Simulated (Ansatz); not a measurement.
# Al2Au: the cost of one run

Program: Ansatz 0.2.0. Level of theory: DFT, levels as named, plane waves, PAW. These are calculated values, not measurements.

### Step 1. Starting point

It takes space group Fm-3m (No. 225, cubic). The conventional cell has a = 6.000 Å, b = 6.000 Å, c = 6.000 Å, α = 90.00°, β = 90.00°, γ = 90.00°. Al (site symmetry -43m) is surrounded by 4 Au at 2.60 Å. Au (site symmetry m-3m) is surrounded by 8 Al at 2.60 Å.

As a file:

```
CELL_PARAMETERS angstrom
0.00000 3.00000 3.00000
3.00000 0.00000 3.00000
3.00000 3.00000 0.00000
ATOMIC_POSITIONS crystal
Al 0.25000 0.25000 0.25000
Al 0.75000 0.75000 0.75000
Au 0.00000 0.00000 0.00000
```

### Step 2. Relaxation with PBE

File input.yaml:

```yaml
crystal:
  lattice:
    - [0.0, 3.0, 3.0]
    - [3.0, 0.0, 3.0]
    - [3.0, 3.0, 0.0]
  atoms:
    - { symbol: Al, position: [0.25, 0.25, 0.25] }
    - { symbol: Al, position: [0.75, 0.75, 0.75] }
    - { symbol: Au, position: [0.0, 0.0, 0.0] }
  symmetry: { tolerance: 0.0003 }
hamiltonian:
  xc: pbe
  pseudopotentials: { kind: paw, azcp: { folder: soft_1 } }
basis:
  ecutwfc: 420
magnetization:
  spin_polarized: false
scf:
  occupations: { method: fermi_dirac, width: 0.1 }
kpoints:
  mp_grid: { grid: [9, 9, 9], shift: [0, 0, 0] }
output:
  forces: true
  stress: true
  eigenvalues: true
relax:
  max_steps: 60
  cell: {}
```

Started as:

```sh
$ ansatz run input.yaml --threads 2 --pin off --max-ram 5632MiB --backend cpu --events-out ev --progress --plain --runs-dir out
```

**Question.** How long does this run take on 2 threads of Arm Neoverse V1, shared host, and how much memory does it need?

About 5.6 s, with a peak of 0.33 GiB.
